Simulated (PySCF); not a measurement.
**GeC (triplet) under other conditions**

Aim: change spin, charge, geometry, field or solvent of GeC (triplet), one at a time, and compare with the base run.

Method: each script names its method and basis; program: PySCF 2.14.0.

1 further run of the same task is left out (it didn't finish).

## (1) Starting geometry

GeC (triplet): 2 atoms, charge 0, spin multiplicity 3.

Bond lengths: Ge1–C2 1.870 Å.

## (2) Base script

input.py

```python
from pyscf import gto, dft

mol = gto.M(
    atom='Ge 0 0 0; C 0 0 1.87',
    basis='def2-svpd',
    charge=0,
    spin=2,
    verbose=4,
)
mf = dft.UKS(mol, xc='blyp')
mf.kernel()
mf.stability(internal=True, external=True)
mf.dip_moment()
print('orbital energies (hartree):', [e[max(0, n-3):n+3].round(4) for e, n in zip(mf.mo_energy, mol.nelec)])
```

Started as:

```console
$ OMP_NUM_THREADS=1 python input.py
```

Its log is not repeated here.

In short: E(SCF) = -2114.673195 Eh, 12 cycles, ⟨S²⟩ = 2.022, μ = 2.09 D, internal stable; real -> complex stable; UHF/UKS -> GHF/GKS unstable.

The bond length is a typed value, not an optimised one. The triplet is typed in the script; nothing here shows that it is the ground state.

## (3) Lengths in bohr

Edit 1 changes length unit: angstrom → bohr; bond length: 1.87 Å → 1.87 bohr.

input.py

```python
from pyscf import gto, dft

mol = gto.M(
    atom='Ge 0 0 0; C 0 0 1.87',
    basis='def2-svpd',
    charge=0,
    spin=2,
    unit='bohr',
    verbose=4,
)
mf = dft.UKS(mol, xc='blyp')
mf.kernel()
mf.stability(internal=True, external=True)
mf.dip_moment()
print('orbital energies (hartree):', [e[max(0, n-3):n+3].round(4) for e, n in zip(mf.mo_energy, mol.nelec)])
```

Started as:

```console
$ OMP_NUM_THREADS=1 python input.py
```

## (4) Bond 1.646 Å

Edit 2 changes bond length: 1.87 Å → 1.646 Å.

input.py: that of step 2 with these lines changed.

```diff
@@ -3,3 +3,3 @@
 mol = gto.M(
-    atom='Ge 0 0 0; C 0 0 1.87',
+    atom='Ge 0 0 0; C 0 0 1.646',
     basis='def2-svpd',
```

## (5) Electric field 0.01 a.u.

Edit 3 changes electric field: none → 0.01 a.u.

input.py: that of step 2 with these lines changed.

```diff
@@ -10,2 +10,7 @@
 mf = dft.UKS(mol, xc='blyp')
+field = 0.01  # electric field along z, atomic units
+h = mf.get_hcore() + field*mol.intor('int1e_r')[2]
+mf.get_hcore = lambda *args: h
+e_nuc = mol.energy_nuc() - field*mol.atom_charges() @ mol.atom_coords()[:, 2]
+mf.energy_nuc = lambda *args: e_nuc
 mf.kernel()
```

## (6) Bond 1.814 Å

Edit 4 changes bond length: 1.87 Å → 1.814 Å.

input.py: that of step 2 with these lines changed.

```diff
@@ -3,3 +3,3 @@
 mol = gto.M(
-    atom='Ge 0 0 0; C 0 0 1.87',
+    atom='Ge 0 0 0; C 0 0 1.814',
     basis='def2-svpd',
```

Q: Predict the outcome of this session. Wanted: for each run, E(SCF); from base; gap, α spin; SCF dipole; after the SCF.

The runs gave:

```csv
run,E(SCF) (hartree),from base (eV),cycles,"gap, α spin (eV)",SCF dipole (D),after the SCF
base,-2114.673195,0,12,2.72,2.09,unstable: UHF/UKS -> GHF/GKS
lengths in bohr (poor choice),-2113.205281,not comparable,11,3.46,1.44,unstable: UHF/UKS -> GHF/GKS
bond 1.646 Å,-2114.655367,+0.4851,11,3.81,1.69,unstable: UHF/UKS -> GHF/GKS
electric field 0.01 a.u.,-2114.668170,+0.1367,12,2.60,0.46,unstable: UHF/UKS -> GHF/GKS
bond 1.814 Å,-2114.673958,-0.0208,12,2.96,1.99,unstable: UHF/UKS -> GHF/GKS
```

What this shows: The largest comparable shift of the SCF energy, +0.485 eV, comes with the run “bond 1.646 Å”. Rows marked «poor choice» come from settings spoiled on purpose.
